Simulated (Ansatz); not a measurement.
# ClFH3NSi: the cost of one run

All numbers below are computed with Ansatz 0.2.0 (RKS PBE-D4/def2-SVP).

**1. Starting point**

Bond lengths: Si1–Cl2 2.130 Å, Si1–N3 1.820 Å, N3–H4 1.060 Å, N3–H5 1.060 Å, Si1–H6 1.459 Å, Si1–F7 1.589 Å. Angles: Cl2–Si1–N3 109.5°, Cl2–Si1–H6 109.5°, Cl2–Si1–F7 109.5°, N3–Si1–H6 109.5°, N3–Si1–F7 109.5°, H6–Si1–F7 109.5°, Si1–N3–H4 120.0°, Si1–N3–H5 120.0°, H4–N3–H5 120.0°.

Coordinates:

```xyz
7

Si    0.0000    0.0000    0.0000
Cl    0.0000    0.0000    2.1300
N     1.7163    0.0000   -0.6061
H     2.2145   -0.9180   -0.7868
H     2.2175    0.9180   -0.7783
H    -0.6877    1.1914   -0.4862
F    -0.7489   -1.2974   -0.5295
```

**2. Relaxing the start**

File input.yaml:

```yaml
crystal:
  periodic: [false, false, false]
  atoms:
    - { symbol: Si, position_ang: [0.0, 0.0, 0.0] }
    - { symbol: Cl, position_ang: [0.0, 0.0, 2.13] }
    - { symbol: "N", position_ang: [1.7163, 0.0, -0.6061] }
    - { symbol: H, position_ang: [2.2145, -0.918, -0.7868] }
    - { symbol: H, position_ang: [2.2175, 0.918, -0.7783] }
    - { symbol: H, position_ang: [-0.6877, 1.1914, -0.4862] }
    - { symbol: F, position_ang: [-0.7489, -1.2974, -0.5295] }
basis:
  gaussian: { orbitals: def2-SVP }
hamiltonian:
  xc: pbe
  dispersion: d4
relax:
  f_tol: 0.02
  max_steps: 40
```

Launch:

```
$ ansatz run input.yaml --threads 2 --pin off --max-ram 3072MiB --backend cpu --events-out ev --progress --plain --runs-dir out
```

What time and memory should one allow on 2 threads of Intel Xeon at 2.60GHz (Ice Lake), shared host?

About 15 s, with a peak of 0.16 GiB.
